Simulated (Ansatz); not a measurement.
# ClH₃S₃Si: basis-set convergence

How large a basis does ClH₃S₃Si need? Two functionals are run in growing sets.

Program: Ansatz 0.2.0, Gaussian basis. Level of theory: one geometry, several basis sets. These are calculated values, not measurements.

Levels to be run: PBE0-D4/def2-SVP; ωB97M-V/def2-SVP; PBE0-D4/def2-QZVPP; ωB97M-V/def2-QZVPP; the functionals' def2-TZVPP values are taken from earlier runs.

## (1) Structure used throughout

An earlier PBE0-D4 in a triple-zeta def2 set relaxation fixed the geometry.

SMILES `S[Si](S)(S)Cl`, 8 atoms, charge 0, spin multiplicity 1.

Atoms are counted from 1 here; the program's logs count them from 0.

Bond lengths: S1–Si2 2.119 Å, S1–H6 1.344 Å, Si2–S3 2.119 Å, Si2–S4 2.122 Å, Si2–Cl5 2.052 Å, S3–H7 1.344 Å, S4–H8 1.345 Å. Angles: Si2–S1–H6 92.8°, S1–Si2–S3 102.5°, S1–Si2–S4 114.3°, S1–Si2–Cl5 112.1°, S3–Si2–S4 114.2°, S3–Si2–Cl5 112.1°, S4–Si2–Cl5 102.0°, Si2–S3–H7 92.8°, Si2–S4–H8 93.2°.

## (2) PBE0-D4 in def2-SVP

File in.yaml:

```yaml
crystal:
  periodic: [false, false, false]
  atoms:
    - {symbol: S, position_ang: [-1.083169, 1.401412, 1.176598]}
    - {symbol: Si, position_ang: [0.143098, 0.274608, -0.134231]}
    - {symbol: S, position_ang: [1.827759, -0.160269, 1.076012]}
    - {symbol: S, position_ang: [-0.802950, -1.436890, -0.957879]}
    - {symbol: Cl, position_ang: [0.651978, 1.333227, -1.816257]}
    - {symbol: H, position_ang: [-2.078378, 1.489764, 0.276963]}
    - {symbol: H, position_ang: [2.393194, -0.928375, 0.128456]}
    - {symbol: H, position_ang: [-1.051543, -1.973476, 0.250328]}
basis:
  gaussian: {orbitals: def2-SVP}
hamiltonian: {xc: pbe0, dispersion: d4}
output: {orbitals: {seedname: orbitals}}
```

After this run come: ωB97M-V in def2-SVP; PBE0-D4 in def2-QZVPP; ωB97M-V in def2-QZVPP.

Q: Predict the results of all the runs planned. Wanted: PBE0-D4: double and triple zeta above quadruple; ωB97M-V: double and triple zeta above quadruple.

**Answer**, as computed:

| quantity | value |
| --- | --- |
| PBE0-D4: double and triple zeta above quadruple | 20.21, 1.61 eV |
| ωB97M-V: double and triple zeta above quadruple | 19.99, 1.53 eV |

What this shows: For PBE0-D4 the step from double to triple zeta gains 18.60 eV and the next only 1.61 eV. These are total energies; as a rule much of such shifts cancels in differences, which this series doesn't test. The LUMO of ωB97M-V is positive and keeps falling with the basis (1.81 to 1.00 eV): an unbound level that the basis holds in place.
